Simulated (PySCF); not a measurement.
# From one method to the next for As (quartet)

Starting from one script, swap the method and compare what comes out for As (quartet).

Computed with PySCF 2.14.0. Level: each script names its method and basis.

### Step 1. The atom

As (quartet): 1 atom, charge 0, spin multiplicity 4.

### Step 2. The base run

input.py

```python
from pyscf import gto, dft

mol = gto.M(
    atom='As 0 0 0',
    basis='x2c-tzvpall',
    charge=0,
    spin=3,
    symmetry=True,
    verbose=3,
)
mf = dft.ROKS(mol, xc='o3lyp')
mf = mf.sfx2c1e()
mf.kernel()
mf.dip_moment()
print('orbital energies (hartree):', mf.mo_energy[..., max(0, mol.nelec[1]-3):mol.nelec[0]+3].round(4))
```

Started as:

```bash
$ OMP_NUM_THREADS=1 python input.py
```

### Step 3. TDDFT (UKS)

Edit 1 changes step after the SCF: none → tddft; SCF type: ROKS → UKS; number of roots: none → 5.

input.py

```python
from pyscf import gto, dft, tdscf

mol = gto.M(
    atom='As 0 0 0',
    basis='x2c-tzvpall',
    charge=0,
    spin=3,
    symmetry=True,
    verbose=3,
)
mf = dft.UKS(mol, xc='o3lyp')
mf = mf.sfx2c1e()
mf.kernel()
td = tdscf.TDDFT(mf)
td.nstates = 5
td.kernel()
td.analyze()
mf.dip_moment()
print('orbital energies (hartree):', [e[max(0, n-3):n+3].round(4) for e, n in zip(mf.mo_energy, mol.nelec)])
```

### Step 4. Revpbe

Edit 2 changes functional: o3lyp → revpbe.

input.py, as its differences from that of step 2:

```diff
@@ -10,3 +10,3 @@
 )
-mf = dft.ROKS(mol, xc='o3lyp')
+mf = dft.ROKS(mol, xc='revpbe')
 mf = mf.sfx2c1e()
```

### Step 5. Population analysis

Edit 3 changes step after the SCF: none → analyze.

input.py, as its differences from that of step 2:

```diff
@@ -13,3 +13,3 @@
 mf.kernel()
-mf.dip_moment()
+mf.analyze()
 print('orbital energies (hartree):', mf.mo_energy[..., max(0, mol.nelec[1]-3):mol.nelec[0]+3].round(4))
```

### Step 6. Pw6b95

Edit 4 changes functional: o3lyp → pw6b95.

input.py, as its differences from that of step 2:

```diff
@@ -10,3 +10,3 @@
 )
-mf = dft.ROKS(mol, xc='o3lyp')
+mf = dft.ROKS(mol, xc='pw6b95')
 mf = mf.sfx2c1e()
```

### Step 7. CCSD(T) (ROHF)

Edit 5 changes step after the SCF: none → ccsd(t); SCF type: ROKS → ROHF; functional: o3lyp → none (Hartree–Fock); frozen orbitals: none → 9.

input.py, as its differences from that of step 2:

```diff
@@ -1,2 +1,2 @@
-from pyscf import gto, dft
+from pyscf import gto, scf, cc
 
@@ -10,5 +10,8 @@
 )
-mf = dft.ROKS(mol, xc='o3lyp')
+mf = scf.ROHF(mol)
 mf = mf.sfx2c1e()
 mf.kernel()
+mycc = cc.CCSD(mf, frozen=9)
+mycc.kernel()
+mycc.ccsd_t()
 mf.dip_moment()
```

Before running it: what results should come out? Wanted: for each run, E(SCF); from base; gap, α spin; after the SCF.

**Answer**, as computed:

```
                run  E(SCF) (hartree)  from base (eV)  gap, α spin (eV)                               after the SCF
               base      -2261.166212               0               n/a                                         n/a
        TDDFT (UKS)      -2261.166835         -0.0170             11.93                   lowest root found 8.47 eV
             revpbe      -2260.575864  not comparable               n/a                                         n/a
population analysis      -2261.166212          0.0000               n/a                                         n/a
             pw6b95      -2261.787204  not comparable               n/a                                         n/a
     CCSD(T) (ROHF)      -2259.022074  not comparable               n/a  CCSD(T) correlation -5.799 eV, core frozen
```

What this shows: Total energies of different functionals can't be compared with each other; differences within one functional can. The dearest run is “TDDFT (UKS)”, at 13 s against 2.1 s.
